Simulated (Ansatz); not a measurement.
# CH₉InOSi₂: vertical ionisation energy

Aim: the vertical ionisation energy of CH₉InOSi₂, as cation minus neutral at the neutral's geometry, on several levels, and how well −ε(HOMO) stands in for it.

Program: Ansatz 0.2.0, Gaussian basis. Level of theory: unrestricted cation, the program's frozen cores in correlated methods. These are calculated values, not measurements.

The runs, in order: UKS PBE-D4/def2-TZVPP; UKS r2SCAN-D4/def2-TZVPP; UKS PBE0-D4/def2-TZVPP; UKS B3LYP-D4/def2-TZVPP; UKS wB97X-V/def2-TZVPP; UKS wB97M-V/def2-TZVPP; UKS B2PLYP/def2-TZVPP; UHF-CCSD(T)/def2-TZVPP; UHF-MP2/def2-QZVPP; extrapolation to the limit; then −ε(HOMO) from the neutral's earlier runs with LDA (SPW92), PBE-D4, revPBE-D4, BLYP-D4, r2SCAN-D4, B97M-V, PBE0-D4, B3LYP-D4, r2SCANh-D4, r2SCAN0-D4, HSE06-D4, BHLYP-D4, CAM-B3LYP-D4, LC-ωPBE, ωB97X-V, ωB97M-V.

**1. Structure used throughout**

The geometry comes from an earlier relaxation with PBE0-D4 in a triple-zeta def2 set; it is a stationary point, not always the lowest conformer. In takes the def2 core potential; no spin-orbit term is included.

SMILES `[SiH3]O[CH]([SiH3])[InH2]`, 14 atoms, charge 0, spin multiplicity 1.

Atoms are counted from 1 here; the program's logs count them from 0.

Bond lengths: Si1–O2 1.635 Å, Si1–H6 1.479 Å, Si1–H7 1.516 Å, Si1–H8 1.486 Å, O2–C3 1.444 Å, C3–Si4 1.871 Å, C3–In5 2.224 Å, C3–H9 1.098 Å, Si4–H10 1.489 Å, Si4–H11 1.487 Å, Si4–H12 1.492 Å, In5–H13 1.725 Å, In5–H14 1.726 Å. Angles: O2–Si1–H6 109.6°, O2–Si1–H7 106.5°, O2–Si1–H8 113.1°, H6–Si1–H7 110.0°, H6–Si1–H8 111.4°, H7–Si1–H8 106.0°, Si1–O2–C3 115.4°, O2–C3–Si4 109.6°, O2–C3–In5 109.9°, O2–C3–H9 109.8°, Si4–C3–In5 110.8°, Si4–C3–H9 109.0°, In5–C3–H9 107.8°, C3–Si4–H10 113.2°, C3–Si4–H11 110.3°, C3–Si4–H12 106.9°, H10–Si4–H11 108.7°, H10–Si4–H12 109.0° and more.

**2. Cation, UKS PBE-D4/def2-TZVPP**

Input file in.yaml:

```yaml
crystal:
  periodic: [false, false, false]
  atoms:
    - {symbol: Si, position_ang: [-1.492944, 1.451346, 0.818964]}
    - {symbol: O, position_ang: [0.090864, 1.127245, 0.576754]}
    - {symbol: C, position_ang: [0.415823, -0.265635, 0.380687]}
    - {symbol: Si, position_ang: [2.214426, -0.427241, -0.109868]}
    - {symbol: In, position_ang: [-0.910439, -1.139668, -1.176473]}
    - {symbol: H, position_ang: [-1.736420, 2.898717, 0.637169]}
    - {symbol: H, position_ang: [-2.257897, 0.660735, -0.224103]}
    - {symbol: H, position_ang: [-1.990235, 0.978893, 2.137100]}
    - {symbol: H, position_ang: [0.248888, -0.821452, 1.313245]}
    - {symbol: H, position_ang: [3.152649, 0.094295, 0.921873]}
    - {symbol: H, position_ang: [2.466637, 0.286314, -1.389389]}
    - {symbol: H, position_ang: [2.479060, -1.881586, -0.315365]}
    - {symbol: H, position_ang: [-0.888959, -0.375530, -2.722830]}
    - {symbol: H, position_ang: [-1.791446, -2.586453, -0.847765]}
basis:
  gaussian: {orbitals: def2-TZVPP}
total_charge: 1
magnetization: {spin_polarized: true, initial_magnetization: 1}
hamiltonian: {xc: pbe, dispersion: d4}
```

Command:

```bash
$ ansatz run in.yaml --threads 2 --pin off --events-out ev --progress --plain --max-ram 32768MiB --backend cuda --devices 0, --max-vram 18GiB
```

After this run come: Cation, UKS r2SCAN-D4/def2-TZVPP; Cation, UKS PBE0-D4/def2-TZVPP; Cation, UKS B3LYP-D4/def2-TZVPP; Cation, UKS wB97X-V/def2-TZVPP; Cation, UKS wB97M-V/def2-TZVPP; Cation, UKS B2PLYP (frozen core)/def2-TZVPP; Cation, UHF-CCSD(T)/def2-TZVPP; Cation, UHF-MP2/def2-QZVPP.

**Question.** What will the summary of the whole plan be? Wanted: ionisation energy, CCSD(T)/CBS; nearest functional by difference; nearest −ε(HOMO); −ε(HOMO) of PBE; T1 of the cation.

As calculated:

| quantity | value |
| --- | --- |
| ionisation energy, CCSD(T)/CBS | 8.88 eV |
| nearest functional by difference | ωB97M-V (-0.12 eV) |
| nearest −ε(HOMO) | ωB97M-V (+0.17 eV) |
| −ε(HOMO) of PBE | 5.77 eV |
| T1 of the cation | 0.022 |

**Reading.** By cation minus neutral, the functionals miss by 0.45 eV at most. −ε(HOMO) of PBE misses by 3.1 eV, since self-interaction lifts the level. Among orbital estimates ωB97M-V comes nearest. Hartree-Fock falls 0.97 eV short, as the neutral has more correlation energy than the cation. The cation may have settled in a state other than its lowest; no search over hole states beyond the program's own was made. Correlated methods include outer-core shells of In, which these sets cover unevenly. With outer-core shells in play the reference is unsure by up to some tenths of an eV, so close misses can't be ranked.
